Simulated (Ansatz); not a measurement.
# C2H2FSi (SMILES C#C[SiH]F): U-revPBE/def2-SVPD

Aim: the electronic atomisation energy of C2H2FSi at U-revPBE/def2-SVPD, from 5 runs. 

Program for the calculation: Ansatz 0.2.0.

46 further runs of the same task are left out: 46 set aside as unsound or not needed.

### 1 The structure to begin with

The species is C2H2FSi (6 atoms), meant as a doublet with charge 0. As SMILES, `C#C[SiH]F`. The shape is that of a PBE0-D4/def2-TZVP optimisation.

Bond lengths: C1–C2 1.209 Å, C2–Si3 1.806 Å, Si3–F4 1.599 Å, C1–H5 1.066 Å, Si3–H6 1.485 Å. Angles: C1–C2–Si3 173.2°, C2–Si3–F4 109.8°, C2–C1–H5 179.1°, C2–Si3–H6 111.2°, F4–Si3–H6 108.3°.

### 2 The energy at U-revPBE/def2-SVPD

Contents of molecule.yaml:

```yaml
crystal:
  periodic: [false, false, false]
  atoms:
    - {symbol: C, position_ang: [0.118100, -0.680000, -1.605700]}
    - {symbol: C, position_ang: [0.120400, -0.213700, -0.490100]}
    - {symbol: Si, position_ang: [0.338300, 0.466700, 1.168800]}
    - {symbol: F, position_ang: [-0.478000, -0.412300, 2.226800]}
    - {symbol: H, position_ang: [0.100300, -1.089200, -2.590300]}
    - {symbol: H, position_ang: [-0.157100, 1.864400, 1.244300]}
basis:
  gaussian:
    orbitals: def2-SVPD
magnetization:
  spin_polarized: true
  initial_magnetization: 1
hamiltonian:
  xc: {name: revPBE}
accuracy: high
output:
  orbitals: {seedname: orbitals}
```

Started as:

```console
$ ansatz run molecule.yaml --threads 1 --pin off --max-ram 3480MiB --events-out events.jsonl --progress --plain --runs-dir runs
```

What it wrote:

```text
Warning: RAYON_NUM_THREADS=1 ignored (pool sized by the plan → 1); use --threads N
Functional definition: revPBE
  name "revPBE"
  parameter kappa = 1.245
  parameter beta = 0.06672455060314922
  exchange = pbe_x(kappa = kappa, mu = beta*pi^2/3)
  correlation = pbe_c(beta = beta)
1967 factors; integrals over basis functions are off by at most 3.7e-9 eV
mean field evaluation 1: about -12680.9588 eV, gradient 4.2e1 eV
mean field evaluation 2: about -12621.6921 eV, gradient 9.9e1 eV
mean field evaluation 4: about -12687.4229 eV, gradient 2.3e1 eV
mean field evaluation 8: about -12690.3151 eV, gradient 4.5e-1 eV
mean field evaluation 16: about -12690.3139 eV, gradient 5.8e-4 eV
mean field -12690.31391540 eV, -466.3604345873 hartree, gradient 6.5e-8 eV, S^2 0.753099; 0 other end points of the search recorded, 0 dependent functions left out
reference -12690.31392029 eV, -466.3604347670 hartree; 19, 18 occupied and 84, 85 virtual orbitals, 1967 factors
Total energy: -12690.31392029 eV, -466.3604347670 hartree
```

Run time: 11 s. Hardware: 1 thread of Arm Neoverse V1, shared host; peak memory 0.31 GiB.

### 3 The C atom

Contents of molecule.yaml:

```yaml
crystal:
  periodic: [false, false, false]
  atoms:
    - {symbol: C, position_ang: [0.000000, 0.000000, 0.000000]}
basis:
  gaussian: {orbitals: def2-SVPD}
magnetization: {spin_polarized: true, initial_magnetization: 2}
hamiltonian: {xc: {name: revPBE}}
accuracy: high
```

Run the same way, it converges to -37.80194 Eh (log not shown).

### 4 The F atom

Contents of in.yaml:

```yaml
crystal:
  periodic: [false, false, false]
  atoms:
    - {symbol: F, position_ang: [0.000000, 0.000000, 0.000000]}
basis:
  gaussian:
    orbitals: def2-SVPD
magnetization:
  spin_polarized: true
  initial_magnetization: 1
hamiltonian:
  xc: {name: revPBE}
accuracy: high
```

Run the same way, it converges to -99.61981 Eh (log not shown).

### 5 The H atom

Contents of run.yaml:

```yaml
crystal:
  periodic: [false, false, false]
  atoms:
    - symbol: H
      position_ang: [0.000000, 0.000000, 0.000000]
basis:
  gaussian: {orbitals: def2-SVPD}
magnetization: {spin_polarized: true, initial_magnetization: 1}
hamiltonian: {xc: {name: revPBE}}
accuracy: high
```

Run the same way, it converges to -0.50319 Eh (log not shown).

### 6 The Si atom at the same level

Contents of job.yaml:

```yaml
crystal:
  periodic: [false, false, false]
  atoms:
    - {symbol: Si, position_ang: [0.000000, 0.000000, 0.000000]}
basis:
  gaussian: {orbitals: def2-SVPD}
magnetization: {spin_polarized: true, initial_magnetization: 2}
hamiltonian: {xc: {name: revPBE}}
accuracy: high
```

Run the same way, it converges to -289.21788 Eh (log not shown).

### 7 What came out

Level: U-revPBE/def2-SVPD.

| quantity | value |
| --- | --- |
| molecule: total energy | -466.36043 Eh |
| molecule: HOMO energy (highest over α and β) | -5.30 eV |
| molecule: LUMO energy (lowest over α and β) | -3.53 eV |
| molecule: ⟨S²⟩ | 0.753 |
| C atom: total energy | -37.80194 Eh |
| C atom: ⟨S²⟩ | 2.003 |
| F atom: total energy | -99.61981 Eh |
| F atom: ⟨S²⟩ | 0.751 |
| H atom: total energy | -0.50319 Eh |
| H atom: ⟨S²⟩ | 0.750 |
| Si atom: total energy | -289.21788 Eh |
| Si atom: ⟨S²⟩ | 2.004 |
| electronic atomisation energy | 24.830 eV |

What this shows: Taking the molecule apart into free atoms costs 24.83 eV (2396 kJ/mol), before zero-point energy and without spin-orbit coupling.
